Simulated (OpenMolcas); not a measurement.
**W⁴⁺ among point charges: CASSCF levels and susceptibility**

Aim: the splitting of the states of W⁴⁺ in the field of 4 point charges, its lowest levels with spin-orbit coupling and its magnetic susceptibility.

Method: state-averaged CASSCF, spin-orbit coupling by RASSI with atomic mean-field integrals. Code: OpenMolcas 26.06.

1 further run of the same task is left out (it didn't finish).

## 1. The system

| Quantity | Value |
| --- | --- |
| Species | W⁴⁺ (tungsten, Z = 74, 70 electrons) |
| Basis | ANO-RCC-VDZP [7s6p4d2f1g], 68 functions |
| Scalar Hamiltonian | DKH2, point nucleus |
| Inactive shells | 1s 2s 2p 3s 3p 3d 4s 4p 4d 4f 5s 5p |
| Active space | 2 electrons in 5 orbitals (5d) |
| Some configurations of this space | 5d² |
| Orbitals | optimised for each spin and parity, averaged over all roots |

The outer shells:

5d2
```
5d [↑ ][↑ ][  ][  ][  ]
```

The ion sits among 4 point charges of -2 e arranged as a square (D4h), 1.8 Å from the ion. The active orbitals were held to one l.

Each step is its own input file, run in one work folder so that later steps find the files of earlier ones. Labels, J, g values, rates, χT and fits are worked out afterwards by a script from the matrices that RASSI stores. The input lists half of the charges; inversion (Group=XYZ) makes the rest.

## 2. GATEWAY and SEWARD: basis and integrals

Input file a.inp:

```
&GATEWAY
Coord
1

W 0.0 0.0 0.0
Basis=ANO-RCC-VDZP
Group=XYZ
NoMove
AngMom=0.0 0.0 0.0
AMFI
XField
2 Angstrom 0
1.800000 0.000000 0.000000 -2.000000
0.000000 1.800000 0.000000 -2.000000
&SEWARD
```

Launch:

```
$ OMP_NUM_THREADS=1 MOLCAS_MEM=1689 MOLCAS_PROJECT=a pymolcas a.inp > a.log
```

## 3. Reference wave functions, triplets of even parity, 10 roots

Input file a.inp:

```
&RASSCF
FileOrb=start.orb
Symmetry=1
Spin=3
nActEl=2 0 0
Inactive=15 19
Ras2=5 0
CIRoot=10 10 1
SDav=10
CIMx=300
Iter=120 100
PrWF=0.3
OrbListing=Nothing
MaxOrb=0
SupSym
1
20 4 5 6 7 8 10 11 12 13 14 16 17 18 19 20 23 24 25 26 27
0
>>> COPY $Project.JobIph JOB001
```

start.orb holds the contracted functions of the basis, ordered by shell, or the orbitals of the step before.

## 4. CASSCF: singlets of even parity, 15 roots

Input file a.inp:

```
&RASSCF
FileOrb=start.orb
Symmetry=1
Spin=1
nActEl=2 0 0
Inactive=15 19
Ras2=5 0
CIRoot=15 15 1
SDav=15
CIMx=300
Iter=120 100
PrWF=0.3
OrbListing=Nothing
MaxOrb=0
SupSym
1
20 4 5 6 7 8 10 11 12 13 14 16 17 18 19 20 23 24 25 26 27
0
>>> COPY $Project.JobIph JOB002
```

## 5. RASSI: spin-orbit coupling between the states

Input file a.inp:

```
&RASSI
NrOfJobIphs=2 10 15
1 2 3 4 5 6 7 8 9 10
1 2 3 4 5 6 7 8 9 10 11 12 13 14 15
IphNames
JOB001
JOB002
EJob
SpinOrbit
DIPRint=1.0
SOCoupling=1000.0
Subsets=2
Property=9
'ANGMOM' 1 'ANGMOM' 2 'ANGMOM' 3 'MLTPL  1' 1 'MLTPL  1' 2 'MLTPL  1' 3
'AMFI' 1 'AMFI' 2 'AMFI' 3
SOProperty=3
'ANGMOM' 1 'ANGMOM' 2 'ANGMOM' 3
```

What does the calculation give? Wanted: spin-free ground state; first state of the same spin within the active space; lowest level; next level.

**Answer**, as computed:

```
                                            quantity                            value
                                              method                           CASSCF
                              spin-free ground state  3A2, 1-fold in its orbital part
first state of the same spin within the active space                  3E at 5510 cm⁻¹
                                        lowest level                        1-fold A1
                                          next level                      1915.1 cm⁻¹
                                         χT at 300 K                   0.02 cm³ K/mol
                           effective moment at 300 K                          0.42 μB
```

In words: The spin-free ground state (3A2) comes to 85 % from free-ion F terms and keeps the highest spin of the shell. χT at 300 K is 0.02, against 1.00 cm³ K/mol for the spin alone, so spin-orbit coupling lowers it. The field of point charges can differ much from that of real complexes. This is an electrostatic model: the charges have no orbitals.
